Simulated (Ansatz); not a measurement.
# Au2S3: the cost of one run

Program: Ansatz 0.2.0. Level of theory: DFT PBE+D3(BJ), scalar-relativistic, plane waves, PAW. These are calculated values, not measurements.

2 further runs of the same task are left out: 1 that didn't finish, 1 set aside as unsound or not needed.

### 1 The structure to begin with

The structure is trigonal, space group P-3m1 (No. 164). The conventional cell has a = 3.500 Å, b = 3.500 Å, c = 8.580 Å, α = 90.00°, β = 90.00°, γ = 120.00°. S (site symmetry -3m) has 6 Au at 2.48 Å as nearest neighbours. S (site symmetry 3m) has 3 Au at 2.48 Å as nearest neighbours. Au (site symmetry 3m) has 6 S at 2.48 Å as nearest neighbours.

Structure file:

```xyz
5
Lattice="3.4995 0.0000 0.0000 -1.7498 3.0307 0.0000 0.0000 0.0000 8.5799" Properties=species:S:1:pos:R:3 pbc="T T T"
S     0.0000    0.0000    0.0000
S     0.0000    2.0204    2.8829
S     1.7498    1.0102    5.6970
Au    1.7498    1.0102    1.4414
Au    0.0000    2.0204    7.1385
```

A structure generator made this guess: close-packed anion layers stacked ABC|A, with sites between them filled layer by layer (P-3m1, No. 164). The dimensions are guesses.

### 2 Probe: one point on a coarse mesh

input.yaml

```yaml
crystal:
  lattice:
    - [3.49950265, 0.0, 0.0]
    - [-1.74975132, 3.03065819, 0.0]
    - [0.0, 0.0, 8.57990376]
  atoms:
    - { symbol: S, position: [0.0, 0.0, 0.0] }
    - { symbol: S, position: [0.33333333, 0.66666667, 0.33600285] }
    - { symbol: S, position: [0.66666667, 0.33333333, 0.66399715] }
    - { symbol: Au, position: [0.66666667, 0.33333333, 0.16800143] }
    - { symbol: Au, position: [0.33333333, 0.66666667, 0.83199857] }
basis:
  ecutwfc: 420
kpoints:
  mp_grid: { grid: [6, 6, 2] }
hamiltonian:
  xc: pbe
  dispersion: d3bj
scf:
  occupations: { method: gaussian, width: 0.1 }
  lower_state_search: "off"
output:
  forces: true
  stress: true
  eigenvalues: true
```

Launch:

```bash
$ ansatz run input.yaml --threads 1 --pin off --max-ram 2048MiB --backend cpu --events-out ev --progress --plain --runs-dir out
```

What time and memory should one allow on 1 thread of Arm Neoverse V2, shared host?

About 2 s, with a peak of 0.34 GiB.
